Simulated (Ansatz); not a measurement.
# CH4BrGaO2: how energies converge with the basis set

The task here is to estimate one member of a computed series from the others.

Program: Ansatz 0.2.0, Gaussian basis. Level of theory: one geometry, several basis sets. These are calculated values, not measurements.

Plan: PBE0-D4/def2-SVP; ωB97M-V/def2-SVP; PBE0-D4/def2-QZVPP; ωB97M-V/def2-QZVPP; the functionals' def2-TZVPP values are taken from earlier runs.

1 further run of the same task is left out (it didn't finish).

### The relaxed structure

All runs share one geometry, relaxed beforehand with PBE0-D4 in a triple-zeta def2 set.

SMILES `C[O][Ga]([OH])[Br]`, 9 atoms, charge 0, spin multiplicity 1.

Atoms are counted from 1 here; the program's logs count them from 0.

Bond lengths: C1–O2 1.410 Å, C1–H6 1.094 Å, C1–H7 1.094 Å, C1–H8 1.096 Å, O2–Ga3 1.767 Å, Ga3–O4 1.768 Å, Ga3–Br5 2.265 Å, O4–H9 0.961 Å. Angles: O2–C1–H6 109.5°, O2–C1–H7 109.5°, O2–C1–H8 113.1°, H6–C1–H7 108.3°, H6–C1–H8 108.2°, H7–C1–H8 108.2°, C1–O2–Ga3 124.4°, O2–Ga3–O4 119.0°, O2–Ga3–Br5 121.2°, O4–Ga3–Br5 119.8°, Ga3–O4–H9 112.2°.

The first run:

Contents of in.yaml:

```yaml
crystal:
  periodic: [false, false, false]
  atoms:
    - {symbol: C, position_ang: [1.320895, 0.733509, 0.509657]}
    - {symbol: O, position_ang: [0.471704, -0.386616, 0.405319]}
    - {symbol: Ga, position_ang: [-1.060848, -0.400231, -0.473870]}
    - {symbol: O, position_ang: [-2.012807, -1.889243, -0.512143]}
    - {symbol: Br, position_ang: [-1.817007, 1.446965, -1.543886]}
    - {symbol: H, position_ang: [1.460460, 0.988191, 1.564811]}
    - {symbol: H, position_ang: [2.298687, 0.492012, 0.081415]}
    - {symbol: H, position_ang: [0.930927, 1.618074, -0.006650]}
    - {symbol: H, position_ang: [-1.592002, -2.602671, -0.024654]}
basis:
  gaussian: {orbitals: def2-SVP}
hamiltonian: {xc: pbe0, dispersion: d4}
output: {orbitals: {seedname: orbitals}}
```

On the command line:

```bash
> ansatz run in.yaml --threads 2 --pin off --events-out ev --progress --plain --max-ram 32768MiB --backend cpu
```

Steps of the session up to this table: PBE0-D4 in def2-SVP; ωB97M-V in def2-SVP; PBE0-D4 in def2-QZVPP; ωB97M-V in def2-QZVPP.

One of the session's tables, all rows but one given; the rest of the session is left out.

It belongs to the step «Functionals by basis». 

| functional | basis | HOMO (eV) |
| --- | --- | --- |
| PBE0-D4 | def2-SVP | -8.12 |
| PBE0-D4 | def2-TZVPP | -8.25 |
| PBE0-D4 | def2-QZVPP | -8.29 |
| ωB97M-V | def2-SVP | -10.49 |
| ωB97M-V | def2-TZVPP | ? |
| ωB97M-V | def2-QZVPP | -10.69 |

**Question.** Estimate the row for ωB97M-V, def2-TZVPP.

The run gave: HOMO (eV): -10.65. In the column «HOMO (eV)» it lies between ωB97M-V, def2-QZVPP (-10.69) and ωB97M-V, def2-SVP (-10.49).
